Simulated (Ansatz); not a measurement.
# CH4GaNO: how energies converge with the basis set

An exercise on one series of results from a longer session: the logs are not shown, and one member is left open.

Program: Ansatz 0.2.0, Gaussian basis. Level of theory: one geometry, several basis sets. These are calculated values, not measurements.

The runs, in order: PBE0-D4/def2-SVP; ωB97M-V/def2-SVP; PBE0-D4/def2-QZVPP; ωB97M-V/def2-QZVPP; the functionals' def2-TZVPP values are taken from earlier runs.

## The relaxed structure

All runs share one geometry, relaxed beforehand with PBE0-D4 in a triple-zeta def2 set.

SMILES `N=[CH][GaH][OH]`, 8 atoms, charge 0, spin multiplicity 1.

Atoms are counted from 1 here; the program's logs count them from 0.

Bond lengths: N1–C2 1.270 Å, N1–H5 1.023 Å, C2–Ga3 1.995 Å, C2–H6 1.097 Å, Ga3–O4 1.788 Å, Ga3–H7 1.556 Å, O4–H8 0.959 Å. Angles: C2–N1–H5 112.0°, N1–C2–Ga3 125.4°, N1–C2–H6 115.0°, Ga3–C2–H6 119.5°, C2–Ga3–O4 115.7°, C2–Ga3–H7 129.8°, O4–Ga3–H7 114.5°, Ga3–O4–H8 116.7°.

The first run:

The input, in.yaml:

```yaml
crystal:
  periodic: [false, false, false]
  atoms:
    - {symbol: N, position_ang: [-1.616989, -0.877965, -0.102834]}
    - {symbol: C, position_ang: [-1.154475, 0.303185, -0.155306]}
    - {symbol: Ga, position_ang: [0.769415, 0.801194, 0.019654]}
    - {symbol: O, position_ang: [1.908590, -0.562625, 0.218795]}
    - {symbol: H, position_ang: [-0.879519, -1.571928, 0.041704]}
    - {symbol: H, position_ang: [-1.904346, 1.089232, -0.308288]}
    - {symbol: H, position_ang: [1.439801, 2.205368, 0.013768]}
    - {symbol: H, position_ang: [1.529823, -1.443459, 0.216708]}
basis:
  gaussian: {orbitals: def2-SVP}
hamiltonian: {xc: pbe0, dispersion: d4}
output: {orbitals: {seedname: orbitals}}
```

Command:

```
$ ansatz run in.yaml --threads 2 --pin off --events-out ev --progress --plain --max-ram 4352MiB
```

Among the steps run: PBE0-D4 in def2-SVP; ωB97M-V in def2-SVP; PBE0-D4 in def2-QZVPP; ωB97M-V in def2-QZVPP.

One of the session's tables, all rows but one given; the rest of the session is left out.

It belongs to the step «Functionals by basis». 

| functional | basis | HOMO (eV) | LUMO (eV) |
| --- | --- | --- | --- |
| PBE0-D4 | def2-SVP | -6.89 | -1.80 |
| PBE0-D4 | def2-TZVPP | ? | ? |
| PBE0-D4 | def2-QZVPP | -7.11 | -2.02 |
| ωB97M-V | def2-SVP | -9.12 | 0.17 |
| ωB97M-V | def2-TZVPP | -9.32 | -0.05 |
| ωB97M-V | def2-QZVPP | -9.36 | -0.18 |

Q: Estimate the row for PBE0-D4, def2-TZVPP from the others.

As computed: HOMO (eV): -7.07; LUMO (eV): -1.97. In the column «HOMO (eV)» it lies between PBE0-D4, def2-QZVPP (-7.11) and PBE0-D4, def2-SVP (-6.89).
